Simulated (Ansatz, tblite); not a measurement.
# SnHMe2Et (C₄H₁₂Sn): charged states by level of theory

The task here is to estimate one member of a computed series from the others.

Method: as each input shows; program: Ansatz 0.2.0, Gaussian basis.

The runs, in order: charge +1 doublet, at the geometry of the singlet (PBE0-D4/def2-TZVP, PBE-D4/def2-TZVP, HF/def2-TZVP, CCSD(T)/def2-SVP); charge -1 doublet, at the geometry of the singlet (PBE0-D4/def2-TZVPD, PBE-D4/def2-TZVPD, HF/def2-TZVPD); the starting singlet's energies come from earlier runs.

2 further runs of the same task are left out: 2 set aside as unsound or not needed.

### The relaxed structure

The geometry is that of the singlet, from an earlier relaxation (r2SCAN-D4/def2-SVP).

17 atoms, charge 0, spin multiplicity 1.

Atoms are counted from 1 here; the program's logs count them from 0.

Bond lengths: Sn1–H2 1.728 Å, Sn1–C3 2.163 Å, Sn1–C7 2.162 Å, Sn1–C11 2.174 Å, C3–H4 1.100 Å, C3–H5 1.101 Å, C3–H6 1.100 Å, C7–H8 1.100 Å, C7–H9 1.100 Å, C7–H10 1.100 Å, C11–C12 1.527 Å, C11–H13 1.104 Å, C11–H14 1.104 Å, C12–H15 1.104 Å, C12–H16 1.103 Å, C12–H17 1.103 Å. Angles: H2–Sn1–C3 109.2°, H2–Sn1–C7 109.4°, H2–Sn1–C11 109.3°, C3–Sn1–C7 109.5°, C3–Sn1–C11 109.1°, C7–Sn1–C11 110.3°, Sn1–C3–H4 110.4°, Sn1–C3–H5 110.0°, Sn1–C3–H6 110.6°, H4–C3–H5 108.6°, H4–C3–H6 108.5°, H5–C3–H6 108.6°, Sn1–C7–H8 110.5°, Sn1–C7–H9 110.0°, Sn1–C7–H10 110.4°, H8–C7–H9 108.6°, H8–C7–H10 108.6°, H9–C7–H10 108.6° and more.

Geometry (Å):

```mol
C4H12Sn
  3D, bonds by distance, orders not assigned

 17 16  0  0  0  0  0  0  0  0999 V2000
    0.0447    0.6866    0.4009 Sn  0  0
   -0.0953    0.9413    2.1043 H   0  0
    2.1252    0.3731   -0.1022 C   0  0
    2.7251    1.2504    0.1827 H   0  0
    2.2308    0.2121   -1.1859 H   0  0
    2.5224   -0.5074    0.4247 H   0  0
   -0.6988    2.4254   -0.6478 C   0  0
   -1.7561    2.6024   -0.4007 H   0  0
   -0.6121    2.2743   -1.7344 H   0  0
   -0.1191    3.3182   -0.3699 H   0  0
   -1.0972   -1.0775   -0.1566 C   0  0
   -0.6163   -2.3556    0.5278 C   0  0
   -1.0348   -1.1697   -1.2552 H   0  0
   -2.1567   -0.8767    0.0788 H   0  0
   -1.2108   -3.2340    0.2213 H   0  0
    0.4367   -2.5792    0.2861 H   0  0
   -0.6877   -2.2837    1.6262 H   0  0
  1  2  8  0
  1  3  8  0
  1  7  8  0
  1 11  8  0
  3  4  8  0
  3  5  8  0
  3  6  8  0
  7  8  8  0
  7  9  8  0
  7 10  8  0
 11 12  8  0
 11 13  8  0
 11 14  8  0
 12 15  8  0
 12 16  8  0
 12 17  8  0
M  END
```

Sn takes a core potential in the def2 sets. No spin-orbit coupling is included.

The first run:

in.yaml

```yaml
crystal:
  periodic: [false, false, false]
  atoms:
    - {symbol: Sn, position_ang: [0.044702, 0.686649, 0.400859]}
    - {symbol: H, position_ang: [-0.095325, 0.941302, 2.104277]}
    - {symbol: C, position_ang: [2.125237, 0.373120, -0.102163]}
    - {symbol: H, position_ang: [2.725099, 1.250392, 0.182669]}
    - {symbol: H, position_ang: [2.230844, 0.212064, -1.185897]}
    - {symbol: H, position_ang: [2.522386, -0.507422, 0.424658]}
    - {symbol: C, position_ang: [-0.698838, 2.425354, -0.647804]}
    - {symbol: H, position_ang: [-1.756125, 2.602441, -0.400672]}
    - {symbol: H, position_ang: [-0.612055, 2.274287, -1.734402]}
    - {symbol: H, position_ang: [-0.119139, 3.318154, -0.369932]}
    - {symbol: C, position_ang: [-1.097158, -1.077514, -0.156577]}
    - {symbol: C, position_ang: [-0.616295, -2.355600, 0.527768]}
    - {symbol: H, position_ang: [-1.034782, -1.169701, -1.255206]}
    - {symbol: H, position_ang: [-2.156690, -0.876669, 0.078777]}
    - {symbol: H, position_ang: [-1.210820, -3.233967, 0.221280]}
    - {symbol: H, position_ang: [0.436685, -2.579190, 0.286134]}
    - {symbol: H, position_ang: [-0.687726, -2.283689, 1.626230]}
basis:
  gaussian: {orbitals: def2-TZVP}
total_charge: 1
magnetization: {spin_polarized: true, initial_magnetization: 1}
hamiltonian: {xc: pbe0, dispersion: d4}
scf: {omitted_lower_state_checks: [starts]}
output: {orbitals: {seedname: orbitals}}
```

The run is started by

```bash
ansatz run in.yaml --threads 2 --pin off --events-out ev --progress --plain --max-ram 32768MiB --backend cpu
```

Steps of the session up to this table: Charge +1 doublet at the fixed geometry, PBE0-D4/def2-TZVP; Charge +1 doublet at the fixed geometry, PBE-D4/def2-TZVP; Charge +1 doublet at the fixed geometry, HF/def2-TZVP; Charge +1 doublet at the fixed geometry, CCSD(T)/def2-SVP.

One of the session's tables, all rows but one given; the rest of the session is left out.

It belongs to the step «Vertical ionisation energy». 

| method | vertical ionisation energy (eV) |
| --- | --- |
| HF/def2-SVP | ? |
| HF/def2-TZVP | 8.42 |
| PBE-D4/def2-TZVP | 8.94 |
| PBE0-D4/def2-TZVP | 9.16 |
| MP2/def2-SVP | 9.38 |
| CCSD/def2-SVP | 9.27 |
| CCSD(T)/def2-SVP | 9.26 |

Estimate the missing values for HF/def2-SVP.

As computed: vertical ionisation energy (eV): 8.58. In the column «vertical ionisation energy (eV)» it lies between HF/def2-TZVP (8.42) and PBE-D4/def2-TZVP (8.94).
